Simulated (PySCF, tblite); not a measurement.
# C5H9FGe: dynamics, then NMR shifts on frames

Aim: move C5H9FGe (`FCC1=C[CH2][GeH2][CH2]1`) away from its starting geometry and see how NMR shifts follow the geometry.

The runs use tblite 0.8.0 and PySCF 2.14.0, with density-fitted response routines of our own; the level of theory stands in each step. All values are computed, except where a source is named. Atoms are numbered from 0 throughout.

### Step 1. The starting structure

16 atoms, charge 0, multiplicity 1; geometry from: GFN2-xTB.

Bonds of the start (Å): F0–C1 1.37, C1–C2 1.50, C2–C3 1.32, C3–C4 1.50, C4–Ge5 1.98, Ge5–C6 1.98, C6–C2 1.51, C1–H7 1.10, C1–H8 1.10, C3–H9 1.08, C4–H10 1.09, C4–H11 1.09, Ge5–H12 1.50, Ge5–H13 1.50, C6–H14 1.09, C6–H15 1.09.

### Step 2. A short Langevin run with GFN2-xTB

The job: settings as JSON, then the geometry in Å.

```
{"job": {"kind": "md", "xc": "GFN2-xTB", "basis": "xTB", "temperature": 200, "steps": 2000, "every": 50, "frames": 5}, "charge": 0, "multiplicity": 1}
F      2.396431    -1.581890     1.106446
C      2.161326    -0.496244     0.300229
C      0.697775    -0.215354     0.131692
C     -0.263815    -0.984325     0.621191
C     -1.706353    -0.635696     0.411931
Ge    -1.624397     1.034055    -0.650551
C      0.358582     1.025290    -0.650081
H      2.674159     0.356712     0.763390
H      2.633531    -0.714660    -0.667063
H     -0.033375    -1.878041     1.183227
H     -2.220406    -1.448532    -0.103415
H     -2.204169    -0.509153     1.374482
H     -2.228911     2.242119     0.010347
H     -2.229633     0.940956    -2.023685
H      0.789314     0.970719    -1.651301
H      0.792341     1.902988    -0.168251
```

Level: GFN2-xTB Langevin dynamics, gas phase.

The run is started by

```console
$ OMP_NUM_THREADS=1 python probes_run.py task.json out
```

One launch serves the whole session: the jobs run in the order shown.

The program printed:

```text
t/fs     T/K      E/eV
    0.0   162.6   -596.27637
   25.0    61.7   -596.06045
   50.0    90.5   -596.06611
   75.0   154.8   -596.09317
  100.0   133.3   -595.96655
  125.0   184.2   -595.99904
  150.0   152.2   -595.98590
  175.0   148.6   -595.88127
  200.0   206.6   -595.84825
  225.0   201.8   -595.93871
  250.0   276.8   -595.93305
  275.0   269.6   -595.93378
  300.0   228.6   -595.77120
  325.0   219.7   -595.76994
  350.0   207.0   -595.78314
  375.0   233.3   -595.94941
  400.0   241.8   -595.96442
  425.0   238.6   -596.02586
  450.0   156.5   -595.88048
  475.0   140.2   -595.83970
  500.0   142.7   -595.74474
  525.0   168.4   -595.86895
  550.0   242.1   -595.98979
  575.0   176.5   -595.98736
  600.0   172.9   -596.00056
  625.0   134.6   -595.96147
  650.0   172.8   -596.01848
  675.0   163.4   -595.96606
  700.0   243.8   -596.00863
  725.0   221.8   -595.93241
  750.0   186.7   -595.86250
  775.0   176.2   -595.84071
  800.0   182.7   -595.99553
  825.0   168.0   -595.92877
  850.0   172.7   -595.89428
  875.0   182.3   -595.90342
  900.0   151.5   -595.89963
  925.0   208.6   -595.92017
  950.0   160.7   -595.92470
  975.0   186.3   -596.04955
 1000.0   130.5   -595.99678
```

It took 12 s on 1 thread of Intel Xeon Platinum 8488C, shared host; peak memory 0.18 GiB.

Distance from the start (root mean square after alignment): 0 fs 0.00 Å, 200 fs 0.20 Å, 400 fs 0.21 Å, 600 fs 0.26 Å, 800 fs 0.27 Å, 1000 fs 0.25 Å.

Positions (Å) and forces (eV/Å) at 1000 fs:

```xyz
16

F     2.140   -1.262    2.134    0.157    0.134    0.078
C     1.815   -0.044    1.595    0.318    0.611   -0.171
C     0.455   -0.115    0.938    0.081   -0.341    0.988
C    -0.471   -0.987    1.331    0.505   -0.375    0.502
C    -1.798   -0.973    0.663   -0.430   -1.723   -1.184
Ge   -1.667    0.460   -0.710   -0.314   -0.880   -0.368
C     0.141    0.849   -0.133    1.172    1.261   -1.101
H     1.867    0.718    2.449   -0.104   -0.790   -1.004
H     2.596    0.196    0.816   -0.501   -0.135    0.742
H    -0.228   -1.750    2.108   -0.425    0.741   -0.697
H    -1.971   -1.992    0.133    0.253    1.312    0.732
H    -2.628   -0.889    1.347   -0.131    0.113    0.357
H    -2.711    1.513   -0.764   -0.124    0.294    0.172
H    -1.647   -0.118   -2.117   -0.049    0.066    0.178
H     0.860    0.738   -0.990   -0.443   -0.011    0.632
H     0.277    1.896    0.184    0.036   -0.278    0.145
```

### Step 3. Shielding tensors: 250 fs, PBE0/pcSseg-1

The job: settings as JSON, then the geometry in Å.

```
{"job": {"kind": "nmr", "xc": "PBE0", "basis": "pcSseg-1", "pop": false}, "charge": 0, "multiplicity": 1}
F      2.288800    -1.432700     1.474200
C      1.965200    -0.699300     0.363000
C      0.502000    -0.412800     0.107900
C     -0.448600    -0.968900     0.886900
C     -1.908900    -0.606100     0.796600
Ge    -1.825300     0.861000    -0.516500
C      0.168000     0.656500    -0.880900
H      2.458700     0.205500     0.529100
H      2.385100    -1.217700    -0.492900
H     -0.188800    -1.647800     1.642200
H     -2.582900    -1.452900     0.505900
H     -2.192800    -0.277600     1.832300
H     -2.112300     2.207600     0.025700
H     -2.676200     0.610500    -1.741900
H      0.549500     0.397900    -1.856500
H      0.679900     1.548200    -0.544100
```

With the program's defaults for keys left out, this is: GIAO PBE0/pcSseg-1 NMR shielding, non-relativistic, gas phase.

The program printed:

```text
coarse grid: 60864 points
cycle   1  E = -2371.8151956693  dE =  1.478e-01  |g| = 9.798e-01  |ddm| = 3.712e+00
cycle   2  E = -2371.7603908064  dE =  5.480e-02  |g| = 1.089e+00  |ddm| = 1.272e+00
cycle   3  E = -2371.9054979242  dE = -1.451e-01  |g| = 1.382e-01  |ddm| = 8.191e-01
cycle   4  E = -2371.9080415138  dE = -2.544e-03  |g| = 7.909e-02  |ddm| = 1.593e-01
cycle   5  E = -2371.9093705350  dE = -1.329e-03  |g| = 1.299e-02  |ddm| = 7.380e-02
cycle   6  E = -2371.9094088462  dE = -3.831e-05  |g| = 4.138e-03  |ddm| = 1.299e-02
cycle   7  E = -2371.9094118758  dE = -3.030e-06  |g| = 5.713e-04  |ddm| = 3.644e-03
final grid: 129032 points
cycle   8  E = -2371.9093722052  dE = -1.451e-08  |g| = 7.370e-04  |ddm| = 2.295e-03
cycle   9  E = -2371.9093721021  dE =  1.032e-07  |g| = 1.055e-03  |ddm| = 1.650e-03
cycle  10  E = -2371.9093723149  dE = -2.128e-07  |g| = 9.493e-05  |ddm| = 9.114e-04
cycle  11  E = -2371.9093723170  dE = -2.137e-09  |g| = 3.274e-05  |ddm| = 1.141e-04
cycle  12  E = -2371.9093723173  dE = -2.560e-10  |g| = 4.265e-06  |ddm| = 3.230e-05
converged SCF energy = -2371.9093723173

GIAO shielding tensors (ppm)
atom      isotropic    diamagn.    paramagn.     s11        s22        s33       span
  0 F      423.226     471.131     -47.904    393.485    406.171    470.023     76.538
  1 C      100.239     238.735    -138.495     62.771     87.000    150.948     88.177
  2 C       34.582     263.939    -229.357    -75.739     55.910    123.575    199.314
  3 C       50.820     253.858    -203.038    -48.695     56.648    144.508    193.203
  4 C      165.322     253.227     -87.905    150.746    159.137    186.082     35.336
  5 Ge    1440.976    2753.624   -1312.648   1251.524   1495.671   1575.732    324.209
  6 C      168.787     249.159     -80.373    153.642    161.499    191.219     37.577
  7 H       27.612      29.975      -2.363     21.980     29.090     31.766      9.786
  8 H       26.776      27.915      -1.138     21.794     28.566     29.968      8.175
  9 H       25.885      33.963      -8.077     22.299     25.423     29.934      7.636
 10 H       28.824      28.838      -0.014     23.858     25.945     36.668     12.809
 11 H       28.932      29.158      -0.225     24.211     26.164     36.422     12.211
 12 H       27.527      28.972      -1.444     20.754     21.907     39.920     19.166
 13 H       27.025      28.285      -1.259     20.509     21.629     38.939     18.430
 14 H       30.167      30.495      -0.328     24.962     28.048     37.492     12.530
 15 H       30.446      31.286      -0.840     25.332     28.472     37.534     12.202
```

Run time: 25 s. Hardware: 1 thread of Intel Xeon Platinum 8488C, shared host; peak memory 0.85 GiB.

The references, computed at this level on geometries of the same kind, shield at (ppm): 1H TMS 31.72, 13C TMS 186.9, 19F CFCl3 170.9, 73Ge GeMe4 1331. Their shielding less the atom's gives the shift. The references are single molecules in the gas phase, so shifts against H2O, NH3, PH3, H3PO4 or CFCl3 are not on the usual liquid scales and can be off by tens of ppm. Each atom is listed at this fixed geometry, with no averaging over motion; a spectrum would average atoms that exchange fast.

```tsv
atoms	environment	σ (ppm)	δ (ppm)
C2	fully substituted alkene carbon	34.6	152.3
C3	alkene CH	50.8	136.1
C1	allylic sp3 CH2 bonded to F	100.2	86.7
C4	allylic sp3 CH2 bonded to Ge	165.3	21.6
C6	allylic sp3 CH2 bonded to Ge	168.8	18.1
H9	hydrogen on an alkene CH	25.89	5.83
H8	hydrogen on an allylic sp3 CH2 bonded to F	26.78	4.94
H13	hydrogen on a germanium bonded to 2 C, in a 5-membered ring	27.03	4.69
H12	hydrogen on a germanium bonded to 2 C, in a 5-membered ring	27.53	4.19
H7	hydrogen on an allylic sp3 CH2 bonded to F	27.61	4.11
H10	hydrogen on an allylic sp3 CH2 bonded to Ge	28.82	2.89
H11	hydrogen on an allylic sp3 CH2 bonded to Ge	28.93	2.78
H14	hydrogen on an allylic sp3 CH2 bonded to Ge	30.17	1.55
H15	hydrogen on an allylic sp3 CH2 bonded to Ge	30.45	1.27
F0	fluorine on an sp3 carbon	423.2	-252.3
Ge5	germanium bonded to 2 C, 2 H, in a 5-membered ring	1441	-110
```

Ring of atoms C2, C3, C4, Ge5, C6: NICS(0) -3.0, NICS(1) -3.3, NICS(1)zz -1.4 ppm (means of both faces).

### Step 4. Nuclear shieldings: 425 fs, PBE0/pcSseg-1

The job: settings as JSON, then the geometry in Å.

```
{"job": {"kind": "nmr", "xc": "PBE0", "basis": "pcSseg-1", "pop": false}, "charge": 0, "multiplicity": 1}
F      1.811700    -1.711800     1.738100
C      1.633600    -0.694200     0.818200
C      0.221800    -0.322100     0.640000
C     -0.745900    -0.499500     1.545000
C     -2.179100    -0.278400     1.169000
Ge    -2.102800     0.527800    -0.676600
C     -0.168500     0.246500    -0.735000
H      2.188000     0.186000     1.166100
H      2.103400    -1.046500    -0.139800
H     -0.498400    -0.898400     2.494800
H     -2.684700    -1.256500     1.257600
H     -2.674900     0.365800     1.882000
H     -2.494200     1.994100    -0.583200
H     -2.990400     0.006600    -1.721800
H      0.189800    -0.491500    -1.465400
H      0.388200     1.118300    -1.053300
```

With the program's defaults for keys left out, this is: GIAO PBE0/pcSseg-1 NMR shielding, non-relativistic, gas phase.

The program printed:

```text
coarse grid: 60864 points
cycle   1  E = -2371.8124610924  dE =  1.415e-01  |g| = 9.923e-01  |ddm| = 3.720e+00
cycle   2  E = -2371.7456398870  dE =  6.682e-02  |g| = 1.126e+00  |ddm| = 1.311e+00
cycle   3  E = -2371.9070290992  dE = -1.614e-01  |g| = 1.508e-01  |ddm| = 8.686e-01
cycle   4  E = -2371.9104037456  dE = -3.375e-03  |g| = 8.117e-02  |ddm| = 1.731e-01
cycle   5  E = -2371.9117843086  dE = -1.381e-03  |g| = 1.356e-02  |ddm| = 7.522e-02
cycle   6  E = -2371.9118249414  dE = -4.063e-05  |g| = 4.203e-03  |ddm| = 1.346e-02
cycle   7  E = -2371.9118279627  dE = -3.021e-06  |g| = 5.461e-04  |ddm| = 3.658e-03
final grid: 129032 points
cycle   8  E = -2371.9118598623  dE = -1.604e-08  |g| = 7.014e-04  |ddm| = 2.475e-03
cycle   9  E = -2371.9118597678  dE =  9.450e-08  |g| = 1.006e-03  |ddm| = 1.571e-03
cycle  10  E = -2371.9118599664  dE = -1.986e-07  |g| = 7.879e-05  |ddm| = 8.835e-04
cycle  11  E = -2371.9118599679  dE = -1.447e-09  |g| = 3.176e-05  |ddm| = 1.035e-04
cycle  12  E = -2371.9118599681  dE = -2.301e-10  |g| = 4.446e-06  |ddm| = 2.994e-05
converged SCF energy = -2371.9118599681

GIAO shielding tensors (ppm)
atom      isotropic    diamagn.    paramagn.     s11        s22        s33       span
  0 F      407.036     470.020     -62.984    369.686    395.192    456.229     86.543
  1 C       99.167     240.138    -140.971     66.226     81.018    150.256     84.029
  2 C       38.484     263.080    -224.596    -69.312     64.459    120.303    189.615
  3 C       51.638     252.135    -200.497    -54.887     56.716    153.084    207.971
  4 C      163.921     251.739     -87.818    142.984    157.524    191.255     48.271
  5 Ge    1473.126    2753.013   -1279.887   1382.275   1432.902   1604.202    221.927
  6 C      168.431     250.067     -81.636    144.331    161.877    199.084     54.753
  7 H       26.275      27.829      -1.554     22.236     27.109     29.480      7.243
  8 H       26.160      28.121      -1.961     20.927     27.801     29.753      8.827
  9 H       25.586      32.908      -7.321     22.704     25.133     28.923      6.219
 10 H       29.244      28.766       0.477     23.914     26.811     37.005     13.091
 11 H       29.683      29.323       0.360     24.326     27.378     37.347     13.021
 12 H       27.464      28.477      -1.012     21.271     21.619     39.503     18.232
 13 H       27.706      28.769      -1.063     21.134     21.481     40.503     19.369
 14 H       30.119      31.018      -0.899     24.851     28.269     37.239     12.388
 15 H       30.185      31.210      -1.025     24.459     28.568     37.526     13.067
```

Wall time 25 s (1 thread of Intel Xeon Platinum 8488C, shared host); peak memory 0.94 GiB.

This run: δ C2 148.4, C3 135.3, C1 87.8, C4 23.0, H9 6.13, H8 5.56 ppm.

[end of part 1 of 2]
